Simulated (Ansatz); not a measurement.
# CH6Al2FNS: the cost of one run

Program: Ansatz 0.2.0. Level of theory: UKS PBE/STO-3G. These are calculated values, not measurements.

**1. The structure to begin with**

Bond lengths: N1–C2 1.491 Å, C2–S3 1.845 Å, S3–Al4 2.178 Å, Al4–F5 1.807 Å, Al4–Al6 2.528 Å, N1–H7 1.014 Å, N1–H8 1.048 Å, C2–H9 1.128 Å, C2–H10 1.130 Å, Al6–H11 1.598 Å, Al6–H12 1.581 Å. Angles (14 of 16 angles, heavy atoms first): N1–C2–S3 111.1°, C2–S3–Al4 97.2°, S3–Al4–F5 123.2°, S3–Al4–Al6 120.4°, F5–Al4–Al6 116.4°, N1–C2–H9 107.5°, N1–C2–H10 111.6°, S3–C2–H9 109.9°, S3–C2–H10 111.6°, C2–N1–H7 107.2°, C2–N1–H8 102.7°, Al4–Al6–H11 118.9°, Al4–Al6–H12 121.4°, H9–C2–H10 104.8°.

Coordinates:

```xyz
12

N     1.5191   -1.1487    0.5727
C     1.7418    0.3256    0.5624
S     1.2605    1.0594   -1.0606
Al   -0.8638    1.2916   -0.6381
F    -1.5699    2.7904    0.0830
Al   -2.4816   -0.5834   -1.1463
H     1.8845   -1.5003    1.4506
H     0.4739   -1.2229    0.5989
H     2.8385    0.5048    0.7545
H     1.2112    0.8320    1.4217
H    -1.9142   -1.9529   -1.7433
H    -4.0231   -0.4507   -0.8215
```

**2. Preparing the start**

input.yaml reads:

```yaml
crystal:
  periodic: [false, false, false]
  atoms:
    - { symbol: "N", position_ang: [1.5191, -1.1487, 0.5727] }
    - { symbol: C, position_ang: [1.7418, 0.3256, 0.5624] }
    - { symbol: S, position_ang: [1.2605, 1.0594, -1.0606] }
    - { symbol: Al, position_ang: [-0.8638, 1.2916, -0.6381] }
    - { symbol: F, position_ang: [-1.5699, 2.7904, 0.083] }
    - { symbol: Al, position_ang: [-2.4816, -0.5834, -1.1463] }
    - { symbol: H, position_ang: [1.8845, -1.5003, 1.4506] }
    - { symbol: H, position_ang: [0.4739, -1.2229, 0.5989] }
    - { symbol: H, position_ang: [2.8385, 0.5048, 0.7545] }
    - { symbol: H, position_ang: [1.2112, 0.832, 1.4217] }
    - { symbol: H, position_ang: [-1.9142, -1.9529, -1.7433] }
    - { symbol: H, position_ang: [-4.0231, -0.4507, -0.8215] }
magnetization:
  spin_polarized: true
basis:
  gaussian: { orbitals: STO-3G }
hamiltonian:
  xc: pbe
relax:
  f_tol: 0.02
  max_steps: 40
```

Command:

```console
ansatz run input.yaml --threads 1 --pin off --max-ram 2048MiB --backend cpu --events-out ev --progress --plain --runs-dir out
```

Q: Estimate wall time and peak memory on 1 thread of Intel Xeon 6975P-C (Granite Rapids), shared host.

About 97 s, with a peak of 0.23 GiB.
